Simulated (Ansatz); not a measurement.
# HKS, SMILES [SH][K]: an active-space calculation

Computed with the Python package of Ansatz (0.2.0).

Notebook, run cell by cell (the value of a cell's last expression is shown):

In [1]:
```python
import ansatz as az
from ase import Atoms
```

In [2]:
```python
BASIS_SET = 'def2-SVP'

atoms = Atoms(['S', 'K', 'H'], positions=[
    [-0.5937, -0.7501, -0.4147],
    [1.698, 0.0558, 0.9381],
    [-1.1153, 0.6295, -0.5367],
])
geometry = az.Crystal.molecule_from_ase(atoms)
```

In [3]:
```python
setup = (
    geometry.calculation()
    .basis(gaussian=BASIS_SET)  # atom-centred Gaussian functions
    .correlation(active_electrons=6, active_orbitals=6)
)
for method in ['sc_nevpt2']:
    rep = (setup if method is None else setup.correlation(method)).run(threads=1).report
    space = rep['configurations']
    state = space['states'][0]
    print(method or 'casscf', f'total {rep["free_energy_ev"] / 27.211386246:.6f} Ha, active-space state {state["energy"]["hartree"]:.6f} Ha, mean field {rep["reference_energy_ev"] / 27.211386246:.6f} Ha')
    print('  determinants', state['n_determinants'], ' natural occupations', [round(n, 3) for n in space['natural_occupations']])
```
```text
sc_nevpt2 total -997.276029 Ha, active-space state -997.136364 Ha, mean field -997.091254 Ha
  determinants 208  natural occupations [1.989, 1.984, 1.963, 0.038, 0.013, 0.013]
```

Caveats:
- Total energies depend on the basis set; only differences at equal settings carry meaning.
- The geometry is a force-field or estimated start, not a minimum of this method, and the basis set is short of its limit. The active space starts as a window about the frontier orbitals and is then optimised, not chosen by chemistry.
- Hardware and time: 3.5 s on 1 thread of Arm Neoverse V1, on a shared host, peak memory 0.17 GiB.
